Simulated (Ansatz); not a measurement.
I need a comparison of functionals at one structure of Be₅Co, space group F-43m. Use Ansatz 0.2.0, Python API. Level of theory (first run): BLYP, PAW, cutoff 612 eV, 8×8×8 k-points, Fermi-Dirac smearing of 0.1 eV, collinear spin. The script varies functional: blyp, lda, pbesol.

```yaml
crystal:
  lattice:
    - [0.00000, 2.88393, 2.88393]
    - [2.88393, 0.00000, 2.88393]
    - [2.88393, 2.88393, 0.00000]
  atoms:
    - { symbol: Be, position: [0.25000, 0.25000, 0.25000] }
    - { symbol: Be, position: [0.62557, 0.62557, 0.12328] }
    - { symbol: Be, position: [0.62557, 0.12328, 0.62557] }
    - { symbol: Be, position: [0.12328, 0.62557, 0.62557] }
    - { symbol: Be, position: [0.62557, 0.62557, 0.62557] }
    - { symbol: Co, position: [0.00000, 0.00000, 0.00000] }
```

`xc_be5co.py`
```python
"""Functional comparison for Be5Co (totals differ with the potentials too)."""

import warnings

import ansatz as az
from ase import Atoms

warnings.simplefilter("ignore", az.DeckWarning)

atoms = Atoms(
    ["Be", "Be", "Be", "Be", "Be", "Co"],
    scaled_positions=[
        [0.25, 0.25, 0.25],
        [0.625573, 0.625573, 0.123282],
        [0.625573, 0.123282, 0.625573],
        [0.123282, 0.625573, 0.625573],
        [0.625573, 0.625573, 0.625573],
        [0.0, 0.0, 0.0],
    ],
    cell=[
        [0.0, 2.883926, 2.883926],
        [2.883926, 0.0, 2.883926],
        [2.883926, 2.883926, 0.0],
    ],
    pbc=True,
)
atoms.set_initial_magnetic_moments([0.0, 0.0, 0.0, 0.0, 0.0, 2.5])
structure = az.Crystal.from_ase(atoms)

calc = (
    structure.calculation()
    .kpoints(8, 8, 8, center="gamma")
    .spin(az.SpinTreatment.COLLINEAR)
    .basis(45 * az.Ry)
    .occupations("Fermi-Dirac", width=0.1)
    .stress()
)

rows = []
for value in ["blyp", "lda", "pbesol"]:
    summary = calc.functional(value).run(threads=1).report
    rows.append((value, summary["free_energy_ev"] / len(summary["lattice"]["sites"]), summary["n_iterations"], sum(summary["stress_gpa"][i][i] for i in range(3)) / 3, summary["magnetization_mub"], summary["n_kpoints"]))

print("  functional   F/atom (eV)    iterations       P (GPa)  moment (muB)      k-points")
for row in rows:
    print(f"{str(row[0]):>12s}  {row[1]:12.5f}  {row[2]:12d}  {row[3]:12.3f}  {row[4]:12.3f}  {row[5]:12d}")
```

```console
$ python xc_be5co.py
RunWarning: the starting moments were not kept: the SCF closed with an absolute magnetisation of 4.5e-7 μB, where they sum to 2.5 μB in size (1 site). That is at most 0.1 of that sum. Measured as [...]
  functional   F/atom (eV)    iterations       P (GPa)  moment (muB)      k-points
        blyp    -933.31204            13         3.112        -0.000            29
         lda    -917.53364            13        -7.094         0.000            29
      pbesol    -924.32444            13        -1.651         0.000            29
```
(Warnings from the package without file and line, shortened, repeats left out.)

From lowest to highest: LDA (-7.1 GPa), PBEsol (-1.7 GPa) and BLYP (3.1 GPa). At a fixed cell a lower pressure usually means a smaller equilibrium volume, so LDA prefers the smallest cell and BLYP the largest.

Reading the output:
- The SCF didn't keep the moments it started from (some shrank, vanished or turned); what is printed is the state reached.
- BLYP can be off by several per cent in the lattices of metals, and by several GPa in the pressure at a fixed cell.
- For a metal this k-point mesh is coarse: on a finer one energies can move by several to tens of meV an atom and pressures by half a GPa or more, differences at one mesh by less.
- The overall sign of a collinear moment is arbitrary, and semilocal functionals can give small moments to compounds that are paramagnetic.
- Pressure is positive in compression.
- The structure comes from a database of computed cells and needn't be a stable or known phase.
- Total energies of different functionals can't be compared; pressures, moments and gaps at this one structure can.
- The script silences the warnings on its input, which a real study should read.
- Finished in 53 s on 1 thread of Arm Neoverse V1, with other jobs on the host, peak memory 0.46 GiB.
